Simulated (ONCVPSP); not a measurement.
# An ONCV potential for cerium, from input to tests

Do these settings give a usable potential? It is generated, then checked for transferability, scattering, ghosts and hardness.

Program: ONCVPSP 4.0.1. Reference atom: LDA (Perdew-Wang 92), scalar-relativistic, spherical and spin-unpolarised. All values are calculated.

## Step 1: Starting point

Typed settings, in words:

```
element                 : cerium (Ce, Z = 58)
type                    : optimised norm-conserving Vanderbilt (ONCV)
frozen core             : [Kr] 4d10
valence charge          : 12
reference configuration : 4f1 5s2 5p6 5d1 6s1 (charge +1)
partial waves           : 5s+6s: rc 2.60 bohr, ncon 3, nbas 7, qcut 5.7 1/bohr, 2 projectors; 5p: rc 2.90 bohr, ncon 3, nbas 6, qcut 3.7 1/bohr, 2 projectors, debl 2.3 Ha; 5d: rc 3.80 bohr, ncon 5, nbas 10, qcut 3.7 1/bohr, 2 projectors, debl 2.4 Ha; 4f: rc 0.95 bohr, ncon 4, nbas 8, qcut 21 1/bohr, 1 projector
local potential         : polynomial inside 0.70 bohr (lpopt 5, dvloc0 0 Ha)
core correction         : Teter function fitted to the true core (icmod 2), fcfact 0.2
```

## Step 2: The generation run

Ce.dat

```
# ATOM AND REFERENCE CONFIGURATION
# atsym  z   nc   nv     iexc    psfile
  Ce 58.00    9    5  -001012      upf
#
#   n    l    f
    1    0    2.00
    2    0    2.00
    2    1    6.00
    3    0    2.00
    3    1    6.00
    3    2   10.00
    4    0    2.00
    4    1    6.00
    4    2   10.00
    4    3    1.00
    5    0    2.00
    5    1    6.00
    5    2    1.00
    6    0    1.00
#
# PSEUDOPOTENTIAL AND OPTIMIZATION
# lmax
    3
#
#   l,   rc,      ep,       ncon, nbas, qcut
    0    2.60    0.00    3    7    5.70
    1    2.90    0.00    3    6    3.70
    2    3.80    0.00    5   10    3.70
    3    0.95    0.00    4    8   21.00
#
# LOCAL POTENTIAL
# lloc, lpopt,  rc(5),   dvloc0
    4    5    0.70    0.00
#
# VANDERBILT-KLEINMAN-BYLANDER PROJECTORs
# l, nproj, debl
    0    2    0.60
    1    2    2.30
    2    2    2.40
    3    1    2.60
#
# MODEL CORE CHARGE
# icmod, fcfact, rcfact
    2    0.20    0.65
#
# LOG DERIVATIVE ANALYSIS
# epsh1, epsh2, depsh
   -3.00    5.00    0.02
#
# OUTPUT GRID
# rlmax, drl
    6.00    0.01
#
# TEST CONFIGURATIONS
# ncnf
    4
# nvcnf
#   n    l    f
    5
    4    3    1.00
    5    0    2.00
    5    1    6.00
    5    2    1.00
    6    0    2.00
#
    5
    4    3    1.00
    5    0    2.00
    5    1    6.00
    5    2    1.00
    6    0    0.00
#
    5
    4    3    1.00
    5    0    2.00
    5    1    6.00
    5    2    0.00
    6    0    0.00
#
    5
    4    3    2.00
    5    0    2.00
    5    1    6.00
    5    2    1.00
    6    0    0.00
#
```

Run with:

```sh
$ oncvpsp.x < Ce.dat > Ce.out
```

**Question.** What will these runs give? Wanted: cutoffs for 1 and 0.1 mHa per electron, occupied waves; bound ghosts; GHOST(+) flags; largest test error; largest phase difference near zero energy, channels read; rms error of d²Exc/dn², without and with the model core; projector energies reset by the program.

**Answer**, as computed:

```
                                                quantity                                              value
  cutoffs for 1 and 0.1 mHa per electron, occupied waves                                  152 Ha and 172 Ha
                                            bound ghosts  s at -653.72 eV, p at -268.29 eV, d at -145.99 eV
                                          GHOST(+) flags                                         s at 32 eV
                            largest test error (AE − PS)                  -119 meV, for 4f2 5s2 5p6 5d1 6s0
largest phase difference near zero energy, channels read                                          0.098 rad
 rms error of d²Exc/dn², without and with the model core                                 14.92 and 3.77 mHa
                 projector energies reset by the program                                p: -1.075, 0.050 Ha
```

**Reading.** It has a bound ghost (s, p, d), a state that the atom doesn't have, and that rules the file out. The worst unpolarised test, 4f2 5s2 5p6 5d1 6s0, is off by 119 meV on 0.0 eV; by total energies transferability rates as poor. It counts as very hard, with 152 Ha needed at the looser tolerance. At the looser tolerance the 4f wave is the slowest; 5s needs 9 Ha. Near zero energy the largest phase difference among the channels read is 0.10 rad, in the d channel. The program also flags highly localised states, GHOST(+) (s). All of this concerns the isolated atom, not yet a solid.
